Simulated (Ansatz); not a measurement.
Run this with the Python package of Ansatz (0.2.0) and show what comes out.

Script `smear_y3sn.py`:
```python
"""Smearing width test for Y3Sn."""

import ansatz as az


def main() -> None:
    cell = (
        az.Lattice.fcc(7.692118)
        .space_group(225)
        .atom("Y", (0.0, 0.0, 0.0))
        .atom("Y", (0.25, 0.75, 0.75))
        .atom("Sn", (0.5, 0.0, 0.0))
        .primitive()
    )

    base = cell.calculation()
    base = base.functional("lda").basis(470)
    base = base.kpoints(5, 5, 5).stress()

    rows = []
    for value in [0.5, 0.3, 0.2, 0.1]:
        rep = base.occupations("gaussian", width=value).run(threads=1).report
        rows.append((value, rep["free_energy_ev"] / len(rep["lattice"]["sites"]), rep["n_iterations"], sum(rep["stress_gpa"][i][i] for i in range(3)) / 3, rep["n_kpoints"]))

    print("  width (eV)   F/atom (eV)    iterations       P (GPa)      k-points")
    for row in rows:
        print(f"{str(row[0]):>12s}  {row[1]:12.5f}  {row[2]:12d}  {row[3]:12.3f}  {row[4]:12d}")

    # the last row is the reference
    for row in rows[:-1]:
        shift = 1000 * (row[1] - rows[-1][1])
        print(f"{row[0]}: {shift:+.2f} meV/atom" + ("  (within 1 meV)" if abs(shift) < 1 else ""))


if __name__ == "__main__":
    main()
```

```console
$ python smear_y3sn.py
  width (eV)   F/atom (eV)    iterations       P (GPa)      k-points
         0.5   -4279.42026             6        -4.209            10
         0.3   -4279.36265             6        -4.470            10
         0.2   -4279.34294             6        -4.556            10
         0.1   -4279.32810             6        -4.608            10
0.5: -92.16 meV/atom
0.3: -34.55 meV/atom
0.2: -14.84 meV/atom
```

Going from 0.1 to 0.5 eV changes F by -92.2 meV an atom. With this scheme F falls roughly as the square of the width; the report's estimate for zero width (energy_sigma0_ev) moves by only -12.4 meV. The pressure moves from -4.61 to -4.21 GPa.

Reading the output:
- No spin polarisation was allowed.
- The mesh is modest for a metal, so energies can be off by several to tens of meV an atom and pressures by half a GPa or more; differences at equal mesh fare better.
- The free energy holds a sizeable smearing term, which stands for no physical temperature.
- The narrowest width needs the finest mesh, so the last row is no converged reference.
- Pressure is positive in compression.
- The structure comes from a database of computed cells and needn't be a stable or known phase.
- Run time: 7.7 s on 1 thread of Arm Neoverse V2, on a shared host, peak memory 0.42 GiB.
